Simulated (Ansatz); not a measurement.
# SiCl2F2: ionisation energy by level of theory

The task here is to estimate one member of a computed series from the others.

Method: unrestricted cation, the program's frozen cores in correlated methods; program: Ansatz 0.2.0, Gaussian basis.

Levels to be run: UKS PBE-D4/def2-TZVPP; UKS r2SCAN-D4/def2-TZVPP; UKS PBE0-D4/def2-TZVPP; UKS B3LYP-D4/def2-TZVPP; UKS wB97X-V/def2-TZVPP; UKS wB97M-V/def2-TZVPP; UKS B2PLYP/def2-TZVPP; UHF-CCSD(T)/def2-TZVPP; UHF-CCSD(T)/def2-QZVPP; extrapolation to the limit; then −ε(HOMO) from the neutral's earlier runs with LDA (SPW92), PBE-D4, revPBE-D4, BLYP-D4, r2SCAN-D4, B97M-V, PBE0-D4, B3LYP-D4, r2SCANh-D4, r2SCAN0-D4, HSE06-D4, BHLYP-D4, CAM-B3LYP-D4, LC-ωPBE, ωB97X-V, ωB97M-V.

## Structure used throughout

All runs share one geometry, relaxed beforehand with PBE0-D4 in a triple-zeta def2 set.

SMILES `F[Si](F)(Cl)Cl`, 5 atoms, charge 0, spin multiplicity 1.

Atoms are counted from 1 here; the program's logs count them from 0.

Bond lengths: F1–Si2 1.571 Å, Si2–F3 1.571 Å, Si2–Cl4 2.007 Å, Si2–Cl5 2.007 Å. Angles: F1–Si2–F3 107.7°, F1–Si2–Cl4 109.3°, F1–Si2–Cl5 109.3°, F3–Si2–Cl4 109.3°, F3–Si2–Cl5 109.3°, Cl4–Si2–Cl5 111.8°.

The first run:

in.yaml reads:

```yaml
crystal:
  periodic: [false, false, false]
  atoms:
    - {symbol: F, position_ang: [0.087662, -0.243495, 1.592194]}
    - {symbol: Si, position_ang: [0.054174, -0.066871, 0.031986]}
    - {symbol: F, position_ang: [1.053277, -1.108609, -0.586999]}
    - {symbol: Cl, position_ang: [-1.799287, -0.444278, -0.639466]}
    - {symbol: Cl, position_ang: [0.654075, 1.789653, -0.439215]}
basis:
  gaussian: {orbitals: def2-TZVPP}
total_charge: 1
magnetization: {spin_polarized: true, initial_magnetization: 1}
hamiltonian: {xc: pbe, dispersion: d4}
```

Command:

```sh
ansatz run in.yaml --threads 2 --pin off --events-out ev --progress --plain --max-ram 22528MiB --backend cpu
```

Among the steps run: Cation, UKS PBE-D4/def2-TZVPP; Cation, UKS r2SCAN-D4/def2-TZVPP; Cation, UKS PBE0-D4/def2-TZVPP; Cation, UKS B3LYP-D4/def2-TZVPP; Cation, UKS wB97X-V/def2-TZVPP; Cation, UKS wB97M-V/def2-TZVPP; Cation, UKS B2PLYP (frozen core)/def2-TZVPP; Cation, UHF-CCSD(T)/def2-TZVPP; Cation, UHF-CCSD(T)/def2-QZVPP.

One of the session's tables, all rows but one given; the rest of the session is left out.

For comparison, −ε(HOMO) of the neutral from earlier runs:

```
  functional  −ε(HOMO) (eV)
 LDA (SPW92)           8.61
      PBE-D4           8.45
   revPBE-D4           8.39
     BLYP-D4           8.27
   r2SCAN-D4           8.85
      B97M-V           8.94
     PBE0-D4           9.93
    B3LYP-D4           9.62
  r2SCANh-D4           9.38
  r2SCAN0-D4          10.18
    HSE06-D4           9.52
    BHLYP-D4          11.23
CAM-B3LYP-D4          11.30
     LC-ωPBE              ?
     ωB97X-V          12.35
     ωB97M-V          12.17
```

Estimate the missing values for LC-ωPBE.

The run gave: −ε(HOMO) (eV): 12.76. In the column «−ε(HOMO) (eV)» it is the highest.

Caveats from the session: The cation may have settled in a state other than its lowest; no search over hole states beyond the program's own was made.
